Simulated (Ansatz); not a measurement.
# CoW3: the cost of one run

Program: Ansatz 0.2.0. Level of theory: DFT PBEsol, scalar-relativistic, plane waves, PAW. These are calculated values, not measurements.

### Step 1. The starting structure

It takes space group Pm-3m (No. 221, cubic). Conventional cell: a = 3.858 Å, b = 3.858 Å, c = 3.858 Å, α = 90.00°, β = 90.00°, γ = 90.00°. Co (site symmetry m-3m) is surrounded by 12 W at 2.73 Å. W (site symmetry 4/mmm) has 4 Co at 2.73 Å and 8 W at 2.73 Å as nearest neighbours.

Coordinates:

```cif
data_structure
_symmetry_space_group_name_H-M 'P 1'
_symmetry_Int_Tables_number 1
_cell_length_a 3.8582
_cell_length_b 3.8582
_cell_length_c 3.8582
_cell_angle_alpha 90.000
_cell_angle_beta 90.000
_cell_angle_gamma 90.000
_cell_volume 57.43
loop_
_atom_site_label
_atom_site_type_symbol
_atom_site_fract_x
_atom_site_fract_y
_atom_site_fract_z
_atom_site_occupancy
Co1 Co 0.00000 0.00000 0.00000 1
W1 W 0.00000 0.50000 0.50000 1
W2 W 0.50000 0.00000 0.50000 1
W3 W 0.50000 0.50000 0.00000 1
```

It goes back to an entry of the Materials Project, which need not be the stable form.

It is the result of an earlier relaxation at this level (volume 14.36 Å³/atom; gap on the mesh: none (metal)).

### Step 2. The reference: the undisturbed cell on the scan's mesh

Contents of input.yaml:

```yaml
crystal:
  lattice:
    - [3.8582449849, 0.0, 0.0]
    - [0.0, 3.8582449849, 0.0]
    - [0.0, 0.0, 3.8582449849]
  atoms:
    - { symbol: Co, position: [0.0, 0.0, 0.0] }
    - { symbol: W, position: [0.0, 0.5, 0.5] }
    - { symbol: W, position: [0.5, 0.0, 0.5] }
    - { symbol: W, position: [0.5, 0.5, 0.0] }
basis:
  ecutwfc: 420
kpoints:
  mp_grid: { grid: [12, 12, 12] }
hamiltonian:
  xc: pbesol
scf:
  occupations: { method: gaussian, width: 0.15 }
output:
  forces: true
  stress: true
  eigenvalues: true
```

The run is started by

```console
> ansatz run input.yaml --threads 1 --pin off --max-ram 2560MiB --backend cpu --events-out ev --progress --plain --runs-dir out
```

What time and memory should one allow on 1 thread of Intel Xeon 6975P-C (Granite Rapids), shared host?

About 4 s, with a peak of 0.45 GiB.
